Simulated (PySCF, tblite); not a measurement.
**C₅H₆F₄Si: geometry, infrared bands and NMR shifts**

Aim: predict the infrared bands and NMR shifts of C₅H₆F₄Si (`F/C=C1/C[C@@H](C(F)(F)F)[SiH2]1`).

Computed with tblite 0.8.0 and PySCF 2.14.0, with density-fitted response routines of our own, on a single molecule in the gas phase. Atoms count from 0, in the outputs and in this text.

### 1 The molecule as given

16 atoms, charge 0, multiplicity 1; geometry from: force field or distance geometry start.

Bonds of the start (Å): F0–C1 1.35, C1–C2 1.31, C2–C3 1.53, C3–C4 1.56, C4–C5 1.49, C5–F6 1.35, C5–F7 1.36, C5–F8 1.34, C4–Si9 1.87, Si9–C2 1.87, C1–H10 1.09, C3–H11 1.11, C3–H12 1.11, C4–H13 1.11, Si9–H14 1.49, Si9–H15 1.49.

### 2 Optimising the geometry with GFN2-xTB

What the job is given:

```
{"job": {"kind": "relax", "xc": "GFN2-xTB", "basis": "xTB"}, "charge": 0, "multiplicity": 1}
F      3.578000     0.471700    -0.152500
C      2.618500    -0.269600     0.431900
C      1.336100    -0.072400     0.239600
C      0.076400    -0.761400     0.777700
C     -0.785100    -0.334200    -0.444900
C     -2.198300     0.050500    -0.157700
F     -2.904300    -1.044800     0.182700
F     -2.281100     0.936700     0.869500
F     -2.779100     0.595200    -1.240200
Si     0.334300     1.133300    -0.774200
H      3.051900    -1.034300     1.079400
H     -0.280600    -0.393200     1.757900
H      0.140300    -1.858500     0.900700
H     -0.727100    -1.061800    -1.275000
H      0.788100     1.272400    -2.182800
H      0.024600     2.379400    -0.023500
```

Command:

```console
> OMP_NUM_THREADS=1 python probes_run.py task.json out
```

The driver reads the jobs from task.json and runs them one after another.

**Question.** This job is followed by: GFN2-xTB harmonic vibrations, gas phase; GIAO PBE0/pcSseg-1 NMR shielding, non-relativistic, gas phase. Predict these results of the whole session: strongest single infrared mode (GFN2-xTB); zero-point energy (GFN2-xTB); ¹³C shifts against TMS (PBE0/pcSseg-1); ¹H shifts against TMS (PBE0/pcSseg-1); ¹⁹F shifts against CFCl3 (PBE0/pcSseg-1, means over atoms taken as alike); ²⁹Si shifts against TMS (PBE0/pcSseg-1).

**Answer**, as computed:

| quantity | value |
| --- | --- |
| strongest single infrared mode (GFN2-xTB) | 2310 cm⁻¹, 296 km/mol |
| zero-point energy (GFN2-xTB) | 61.4 kcal/mol |
| ¹³C shifts against TMS (PBE0/pcSseg-1) | 165.1, 138.8, 118.3, 29.8, 28.0 ppm |
| ¹H shifts against TMS (PBE0/pcSseg-1) | 7.20, 5.29, 5.18, 3.14, 3.08, 2.44 ppm |
| ¹⁹F shifts against CFCl3 (PBE0/pcSseg-1, means over atoms taken as alike) | -81.6, -98.6 ppm |
| ²⁹Si shifts against TMS (PBE0/pcSseg-1) | -43.0 ppm |

What this shows: Relaxing lowered the energy by 0.365 eV in 103 steps; the close pair that moved most is C4–Si9, from 1.875 to 1.939 Å. All 42 modes are real, so the xTB geometry is a minimum. The strongest single mode, at 2310 cm⁻¹, moves mainly H14. GFN2-xTB is a fitted tight-binding method: band positions and strengths are rough. Its intensities can rank the bands wrongly. The most deshielded hydrogen is H10 (hydrogen on an alkene CH), at 7.20 ppm: attached to an sp2 carbon and in the plane of the double bond. At PBE0/pcSseg-1: Shielding is most anisotropic at F0 (span 228 ppm, paramagnetic term -201 ppm).
